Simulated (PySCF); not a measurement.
# Ways to converge the SCF of BeSi (triplet)

Do solver options change the result for BeSi (triplet), or only the number of cycles?

Computed with PySCF 2.14.0. Level: each script names its method and basis.

2 further runs of the same task are left out: 2 that didn't finish.

**1. Where the work starts**

BeSi (triplet): 2 atoms, charge 0, spin multiplicity 3.

Bond lengths: Be1–Si2 2.075 Å.

**2. The base run**

The input, input.py:

```python
from pyscf import gto, scf, mcscf

mol = gto.M(
    atom='Be 0 0 0; Si 0 0 2.075',
    basis='pcseg-2',
    charge=0,
    spin=2,
    verbose=4,
)
mf = scf.ROHF(mol)
mf.kernel()
mc = mcscf.CASCI(mf, 3, 2)
mc.kernel()
mc.analyze()
mf.dip_moment()
print('orbital energies (hartree):', mf.mo_energy[..., max(0, mol.nelec[1]-3):mol.nelec[0]+3].round(4))
```

Started as:

```
$ python input.py
```

Its log is not repeated here.

Base result: E(SCF) = -303.428963 Eh, 10 cycles, E(CAS) − E(SCF) = 0.00000 Eh, μ = 3.40 D (of the SCF density).

The bond length is a typed value, not an optimised one. The triplet is typed in the script; nothing here shows that it is the ground state.

**3. DIIS space 2**

Variant 1 changes DIIS space: default → 2.

The input, input.py:

```python
from pyscf import gto, scf, mcscf

mol = gto.M(
    atom='Be 0 0 0; Si 0 0 2.075',
    basis='pcseg-2',
    charge=0,
    spin=2,
    verbose=4,
)
mf = scf.ROHF(mol)
mf.diis_space = 2
mf.kernel()
mc = mcscf.CASCI(mf, 3, 2)
mc.kernel()
mc.analyze()
mf.dip_moment()
print('orbital energies (hartree):', mf.mo_energy[..., max(0, mol.nelec[1]-3):mol.nelec[0]+3].round(4))
```

Started as:

```
$ python input.py
```

**4. Smearing width 0.2 hartree**

Variant 2 changes smearing width: none → 0.2 hartree; step after the SCF: casci → none.

input.py: that of step 2 with these lines changed.

```diff
@@ -1,2 +1,2 @@
-from pyscf import gto, scf, mcscf
+from pyscf import gto, scf
 
@@ -10,6 +10,4 @@
 mf = scf.ROHF(mol)
+mf = scf.addons.smearing_(mf, sigma=0.2, method='fermi')
 mf.kernel()
-mc = mcscf.CASCI(mf, 3, 2)
-mc.kernel()
-mc.analyze()
 mf.dip_moment()
```

**5. Initial guess chk**

Variant 3 changes initial guess: minao → chk.

input.py: that of step 2 with these lines changed.

```diff
@@ -10,2 +10,3 @@
 mf = scf.ROHF(mol)
+mf.init_guess = 'chk'
 mf.kernel()
```

**Question.** What will these runs give? Wanted: for each run, E(SCF); from base; SCF dipole.

**Answer**, as computed:

```tsv
run	E(SCF) (hartree)	from base (eV)	cycles	SCF dipole (D)
base	-303.428963	0	10	3.40
DIIS space 2	-303.428963	0.0000	21	3.39
smearing width 0.2 hartree (poor choice)	-302.277931	not comparable	14	1.67
initial guess chk	-303.428963	0.0000	10	3.40
```

Distance from each run's final energy (log10 hartree) by cycle:

```tsv
run	cycle 1	cycle 2	cycle 3	cycle 5	cycle 8	cycle 12
base	-1.8	-2.7	-3.2	-4.0	-8.4	done
DIIS space 2	-1.8	-2.7	-3.2	-3.9	-4.8	-6.0
smearing width 0.2 hartree (poor choice)	-1.1	-1.3	-2.6	-3.8	-5.8	-8.2
initial guess chk	-1.8	-2.7	-3.2	-4.0	-8.4	done
```

What this shows: No change of the SCF energy comes from DIIS space 2 or initial guess chk. PySCF falls back to minao for a guess that it doesn't know or can't read, so that run repeats the base. The base needs 10 cycles and the run with DIIS space 2 needs 21. Rows marked «poor choice» come from settings spoiled on purpose.
